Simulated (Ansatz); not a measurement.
# Ta: the cost of one run

Method: DFT PBEsol, scalar-relativistic, plane waves, PAW, in Ansatz 0.2.0.

## 1. The starting structure

It takes space group Im-3m (No. 229, cubic). The conventional cell has a = 3.303 Å, b = 3.303 Å, c = 3.303 Å, α = 90.00°, β = 90.00°, γ = 90.00°. Ta (site symmetry m-3m) is surrounded by 8 Ta at 2.86 Å.

Structure file:

```xyz
8
Lattice="-3.3026 -3.3026 3.3026 -3.3026 3.3026 -3.3026 3.3026 -3.3026 -3.3026" Properties=species:S:1:pos:R:3 pbc="T T T"
Ta   -1.6513   -1.6513   -1.6513
Ta    0.0000    0.0000   -3.3026
Ta    0.0000   -3.3026    0.0000
Ta    1.6513   -1.6513   -1.6513
Ta   -3.3026    0.0000    0.0000
Ta   -1.6513    1.6513   -1.6513
Ta   -1.6513   -1.6513    1.6513
Ta    0.0000    0.0000    0.0000
```

No relaxation comes first: the listed cell is the starting point.

## 2. Zero of energy

The cell is repeated 8 times, 8 atoms in all. The reference gives a free energy of -78452.0207 eV, pressure -3.78 GPa, largest force 0.000 eV/Å and gap on the mesh none (metal). It was computed beforehand with the settings of the runs below.

## 3. Next: a one-atom displacement scan

Atom 1 (Ta) is moved by x along the Cartesian unit vector (0.000, 0.000, 1.000); the cell and all other atoms stay fixed. Forces below are components along that vector, summed over the moved atoms. In a periodic cell its images move with it.

## 4. At x = -0.450 Å

input.yaml reads:

```yaml
crystal:
  lattice:
    - [-3.30256, -3.30256, 3.30256]
    - [-3.30256, 3.30256, -3.30256]
    - [3.30256, -3.30256, -3.30256]
  atoms:
    - { symbol: Ta, position: [0.5, 0.5681289666, 0.5681289666] }
    - { symbol: Ta, position: [0.0, 0.5, 0.5] }
    - { symbol: Ta, position: [0.5, 0.0, 0.5] }
    - { symbol: Ta, position: [0.0, 0.0, 0.5] }
    - { symbol: Ta, position: [0.5, 0.5, 0.0] }
    - { symbol: Ta, position: [0.0, 0.5, 0.0] }
    - { symbol: Ta, position: [0.5, 0.0, 0.0] }
    - { symbol: Ta, position: [0.0, 0.0, 0.0] }
basis:
  ecutwfc: 420
kpoints:
  mp_grid: { grid: [10, 10, 10] }
hamiltonian:
  xc: pbesol
scf:
  occupations: { method: gaussian, width: 0.15 }
output:
  forces: true
  stress: true
  eigenvalues: true
```

Command:

```
> ansatz run input.yaml --threads 2 --pin off --max-ram 5120MiB --backend cpu --events-out ev --progress --plain --runs-dir out
```

Q: Estimate wall time and peak memory on 2 threads of Intel Xeon Platinum 8488C (Sapphire Rapids), shared host.

About 21 s, with a peak of 0.91 GiB.
